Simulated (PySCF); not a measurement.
**[Pb(OH)5]−: other functionals and bases at one geometry**

The task here is to estimate one member of a computed series from the others.

Computed with PySCF 2.14.0. Level: several levels, as the steps say, no spin–orbit coupling.

2 further runs of the same task are left out: 1 for a known fault of the program, 1 that didn't finish.

## Where the work starts

11 atoms, charge -1, spin multiplicity 1.

Bond lengths: Pb1–O2 2.176 Å, Pb1–O4 2.193 Å, Pb1–O6 2.161 Å, Pb1–O8 2.221 Å, Pb1–O10 2.177 Å, O2–H3 0.982 Å, O4–H5 0.980 Å, O6–H7 0.983 Å, O8–H9 0.980 Å, O10–H11 0.982 Å. Angles: O2–Pb1–O4 87.3°, O2–Pb1–O6 117.9°, O2–Pb1–O8 89.7°, O2–Pb1–O10 120.6°, O4–Pb1–O6 99.3°, O4–Pb1–O8 173.1°, O4–Pb1–O10 89.6°, O6–Pb1–O8 87.6°, O6–Pb1–O10 121.2°, O8–Pb1–O10 86.5°, Pb1–O2–H3 95.1°, Pb1–O4–H5 97.8°, Pb1–O6–H7 94.7°, Pb1–O8–H9 98.4°, Pb1–O10–H11 94.7°.

Coordinates:

```xyz
11
H5O5Pb
Pb   -0.01744    0.13373    0.14896
O    -0.22692    0.27035    2.31082
H     0.73588    0.21852    2.49480
O     2.15213    0.08255    0.46706
H     2.31470   -0.82310    0.12938
O    -0.15865    1.95991   -0.99783
H    -1.14081    1.95729   -1.03313
O    -2.22233   -0.04735   -0.04181
H    -2.44866   -0.04409    0.91134
O     0.09439   -1.80687   -0.83235
H    -0.87818   -1.94343   -0.84992
```

Formal oxidation states: Pb +4. An earlier session relaxed this geometry at PBE, Pb def2-SVP with ECP60, O def2-SVP, H def2-SVP (singlet, point group C1).

At PBE on the finer grid: E = -571.377399 Eh, HOMO -1.28 eV, LUMO 1.63 eV, Mulliken charge on Pb1 +0.66 e, largest force component 0.022 eV/Å. 

Levels to run: CAM-B3LYP; r2SCAN; PBE0; BP86; PBE, TZVP; PBE, x2c-SVP. Hardware: 2 threads of Arm Neoverse V1, shared host.

Set-up of the first run:

run.py (the lines that set the calculation) reads:

```python
mol = gto.M(atom='''
Pb    -0.01744     0.13373     0.14896
O     -0.22692     0.27035     2.31082
H      0.73588     0.21852     2.49480
O      2.15213     0.08255     0.46706
H      2.31470    -0.82310     0.12938
O     -0.15865     1.95991    -0.99783
H     -1.14081     1.95729    -1.03313
O     -2.22233    -0.04735    -0.04181
H     -2.44866    -0.04409     0.91134
O      0.09439    -1.80687    -0.83235
H     -0.87818    -1.94343    -0.84992''',
    basis={'Pb': 'def2-SVP', 'O': 'def2-SVP', 'H': 'def2-SVP'},
    ecp={'Pb': 'def2-SVP'},
    charge=-1, spin=0)
mf = dft.RKS(mol, xc='CAMB3LYP')
mf.grids.atom_grid = (75, 302)
mf = mf.density_fit()  # fitting sets: Pb def2-universal-JKFIT, O def2-universal-JKFIT, H def2-universal-JKFIT
mf.conv_tol = 1e-08; mf.max_cycle = 55
mf.kernel(dm0)  # dm0: the density of the relaxed state
```

On the command line:

```console
OMP_NUM_THREADS=2 python run.py
```

Among the steps run: CAM-B3LYP; r2SCAN; PBE0; BP86; PBE, TZVP; PBE, x2c-SVP.

One of the session's tables, all rows but one given; the rest of the session is left out.

```
             level  HOMO (eV)  gap (eV)  charge on Pb1 (e)  dipole (D)  largest force component (eV/Å)
PBE (relaxed here)      -1.28      2.91               0.66        1.33                            0.02
         CAM-B3LYP      -4.17      7.41               0.86        1.40                            0.79
            r2SCAN          ?         ?                  ?           ?                               ?
              PBE0      -2.85      5.08               0.89        1.39                            0.69
              BP86      -1.39      2.91               0.67        1.34                            0.07
         PBE, TZVP      -2.01      2.97               1.08        1.27                            0.27
      PBE, x2c-SVP      -1.26      2.90               0.74        1.32                            0.22
```

**Question.** Estimate the row for r2SCAN.

The run gave: HOMO (eV): -1.71; gap (eV): 3.30; charge on Pb1 (e): 0.87; dipole (D): 1.39; largest force component (eV/Å): 0.48. In the column «HOMO (eV)» it lies between PBE, TZVP (-2.01) and BP86 (-1.39).

The dipole of a charged species depends on the origin, so these sizes hold for this origin alone.

In one basis the HOMO–LUMO gap runs from 2.91 eV (BP86) to 7.41 eV (CAM-B3LYP). The largest leftover force, 0.79 eV/Å with CAM-B3LYP, stands at a geometry relaxed at another level. Total energies of different levels can't be compared.
